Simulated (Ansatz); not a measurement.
**CH₂Cl₂FSi radical: a ladder of functionals and wavefunction methods**

One table from this session's results is given with a row withheld; the runs are named, their logs left out.

Method: functionals in def2-TZVPP, the program's frozen cores in correlated methods; program: Ansatz 0.2.0, Gaussian basis.

The runs, in order: LDA (SPW92), PBE-D4, revPBE-D4, BLYP-D4, r2SCAN-D4, B97M-V, PBE0-D4, B3LYP-D4, r2SCANh-D4, r2SCAN0-D4, HSE06-D4, BHLYP-D4, CAM-B3LYP-D4, LC-ωPBE, ωB97X-V, ωB97M-V, B2PLYP, PBE-QIDH; CCSD(T)/def2-SVP; CCSD(T)/def2-TZVPP; MP2/def2-QZVPP; extrapolation to the limit; RPA on PBE.

### The geometry

An earlier PBE0-D4 in a triple-zeta def2 set relaxation fixed the geometry.

7 atoms, charge 0, spin multiplicity 2.

Atoms are counted from 1 here; the program's logs count them from 0.

Bond lengths: C1–Si2 1.813 Å, C1–H6 1.085 Å, C1–H7 1.084 Å, Si2–F3 1.583 Å, Si2–Cl4 2.032 Å, Si2–Cl5 2.032 Å. Angles: Si2–C1–H6 121.8°, Si2–C1–H7 122.0°, H6–C1–H7 116.2°, C1–Si2–F3 109.6°, C1–Si2–Cl4 111.6°, C1–Si2–Cl5 111.7°, F3–Si2–Cl4 107.7°, F3–Si2–Cl5 107.6°, Cl4–Si2–Cl5 108.4°.

Set-up of the first run:

Input file in.yaml:

```yaml
crystal:
  periodic: [false, false, false]
  atoms:
    - {symbol: C, position_ang: [-0.249865, 0.759640, 0.827751]}
    - {symbol: Si, position_ang: [0.208934, -0.467773, -0.425930]}
    - {symbol: F, position_ang: [1.413065, -1.346777, 0.107327]}
    - {symbol: Cl, position_ang: [-1.333539, -1.722094, -0.846746]}
    - {symbol: Cl, position_ang: [0.808671, 0.413859, -2.156080]}
    - {symbol: H, position_ang: [0.278988, 0.836932, 1.771446]}
    - {symbol: H, position_ang: [-1.065055, 1.458115, 0.676629]}
basis:
  gaussian: {orbitals: def2-TZVPP}
magnetization: {spin_polarized: true, initial_magnetization: 1}
hamiltonian: {xc: lda}
output: {orbitals: {seedname: orbitals}}
```

Among the steps run: LDA; PBE-D4 (GGA); revPBE-D4 (GGA); BLYP-D4 (GGA); r2SCAN-D4 (meta-GGA); B97M-V (meta-GGA); PBE0-D4 (hybrid); B3LYP-D4 (hybrid); r2SCANh-D4 (hybrid); r2SCAN0-D4 (hybrid); HSE06-D4 (hybrid); BHLYP-D4 (hybrid); CAM-B3LYP-D4 (range-separated); LC-ωPBE-D4 (range-separated; the results give it without D4); ωB97X-V (range-separated); ωB97M-V (range-separated); B2PLYP (double hybrid); PBE-QIDH (double hybrid).

One of the session's tables, all rows but one given; the rest of the session is left out.

It belongs to the step «Orbital energies across the functionals». 

```
  functional  HOMO (eV)  LUMO (eV)  gap (eV)
 LDA (SPW92)      -6.46      -4.98      1.49
      PBE-D4      -6.46      -4.36      2.10
   revPBE-D4      -6.42      -4.19      2.23
     BLYP-D4          ?          ?         ?
   r2SCAN-D4      -6.97      -3.76      3.20
      B97M-V      -6.73      -4.11      2.63
     PBE0-D4      -7.90      -3.16      4.75
    B3LYP-D4      -7.52      -3.58      3.94
  r2SCANh-D4      -7.49      -3.35      4.14
  r2SCAN0-D4      -8.27      -2.75      5.52
    HSE06-D4      -7.49      -3.55      3.94
    BHLYP-D4      -9.09      -2.04      7.05
CAM-B3LYP-D4      -9.21      -2.13      7.08
     LC-ωPBE     -10.80      -0.62     10.19
     ωB97X-V     -10.16      -1.16      9.00
     ωB97M-V      -9.92      -1.27      8.65
```

Q: Estimate the row for BLYP-D4 from the others.

Worked estimate for «HOMO (eV)». Against the share of exact exchange, B3LYP-D4 (0.2, -7.52), BHLYP-D4 (0.5, -9.09) give a slope of -5.23 per unit share; at 0 the line stands at -6.47.

As computed: HOMO (eV): -6.21; LUMO (eV): -4.34; gap (eV): 1.87. In «HOMO (eV)» the line misses by -0.26.
